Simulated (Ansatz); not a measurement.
**GaCo: a single-point run**

The task is a single-point run on GaCo. The structure is shown as the input types it.

Method: Kohn-Sham DFT, with the functional, basis and potentials that each input names (as first typed), in Ansatz 0.2.0.

## (1) The structure to begin with

Symmetry: Pm-3m, No. 221, cubic system. The conventional cell has a = 2.878 Å, b = 2.878 Å, c = 2.878 Å, α = 90.00°, β = 90.00°, γ = 90.00°. Ga (site symmetry m-3m) has 8 Co at 2.49 Å as nearest neighbours. Co (site symmetry m-3m) has 8 Ga at 2.49 Å as nearest neighbours.

As a file:

```xyz
4
Lattice="0.0000 2.8780 2.8780 2.8780 0.0000 0.0000 0.0000 2.8780 -2.8780" Properties=species:S:1:pos:R:3 pbc="T T T"
Ga    1.4390    1.4390    1.4390
Ga    1.4390    1.4390   -1.4390
Co    0.0000    0.0000    0.0000
Co    0.0000    2.8780    0.0000
```

## (2) Input and run

Contents of input.yaml:

```yaml
crystal:
  lattice:
    - [0.0, 2.878, 2.878]
    - [2.878, 0.0, 0.0]
    - [0.0, 2.878, -2.878]
  atoms:
    - { symbol: Ga, position: [0.5, 0.5, 0.0] }
    - { symbol: Ga, position: [0.0, 0.5, 0.5] }
    - { symbol: Co, position: [0.0, 0.0, 0.0], spin: 2.0 }
    - { symbol: Co, position: [0.5, 0.0, 0.5], spin: 2.0 }
magnetization:
  spin_polarized: true
kpoints:
  mp_grid: { grid: [8, 10, 8] }
scf:
  occupations: { method: fermi_dirac, width: 0.08 }
  lower_state_search: "off"
  max_iter: 80
hamiltonian:
  xc: lda
  pseudopotentials: { kind: paw }
  hubbard: { sites: [{ species: Co, l: f, u_eff: 30.0 }] }
output:
  forces: true
  stress: true
  eigenvalues: true
  populations: true
```

On the command line:

```console
ansatz run input.yaml --threads 2 --pin off --max-ram 6144MiB --backend cpu --events-out ev --progress --plain --runs-dir out
```

What happens when this is run?

The program refused the input before any cycle. The line that matters: «inconsistent input (hamiltonian.hubbard.sites[].l, hamiltonian.hubbard.sites[].shell): the file of Co doesn't list 4f, and it can't be added: PBE doesn't bind the shell 4f of the free atom, whose level lies at +1.10 eV ...»

In the input, hamiltonian.hubbard.sites is [{species: Co, l: f, u_eff: 30.0}]. There is no such shell to put a U on.

The cure: delete hamiltonian.hubbard.sites.
